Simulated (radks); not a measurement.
**Hg in [Hg]: an all-electron calculation**

An exercise on one series of results from a longer session: the logs are not shown, and one member is left open.

Program: radks (a radial shooting solver on a logarithmic mesh, Libxc functionals) version 1. Level of theory: scalar-relativistic Kohn-Sham, exchange-only B88, spin-polarised, spherical densities, finite nucleus. These are calculated values, not measurements, unless marked.

### The atom as given

| Item | Value |
| --- | --- |
| element | mercury (Z = 80) |
| charge | 0 |
| electrons | 80 |
| configuration | [Hg] |
| nuclear rms radius | 5.4648 fm |

The outer shells:

Hg
```
[Xe] core
4f [↑↓][↑↓][↑↓][↑↓][↑↓][↑↓][↑↓]
5d [↑↓][↑↓][↑↓][↑↓][↑↓]
6s [↑↓]
```

Set-up of the first run:

Input:

```text
Z 80
configuration [Hg] 6p0 7s0
relativity scalar-relativistic
functional b88,
spin polarised
nucleus finite rms 5.4648 fm
c 137.035999084
```

Started as:

```console
> python run_ks.py task.json out
```

The same process makes all the runs of this session.

One table of the session follows, with a row left open; its other results are not shown here.

It belongs to the step «Orbitals and density». Sizes of the orbitals, from the radial functions (bohr):

```
level      <r>  outermost maximum (interpolated)  90 % within  nodes
   1s  0.01659                            0.0102       0.0304      0
   2s  0.06993                            0.0592        0.109      1
   2p  0.06328                            0.0491        0.103      0
   3s   0.1807                             0.167        0.265      2
   3p        ?                                 ?            ?      ?
   3d   0.1650                             0.135        0.256      0
   4s   0.3993                             0.376        0.572      3
   4p   0.4255                             0.396        0.617      2
   4d   0.4490                             0.403        0.669      1
   5s   0.9013                             0.827         1.29      4
   4f   0.4826                             0.366        0.772      0
   5p    1.039                             0.928         1.51      3
   5d    1.507                              1.16         2.36      2
   6s    2.740                              2.22         4.15      5
```

Estimate the missing values for 3p.

The run gave: <r>: 0.1821; outermost maximum (interpolated): 0.166; 90 % within: 0.272; nodes: 1. In the column «<r>» it lies between 3s (0.1807) and 4s (0.3993).
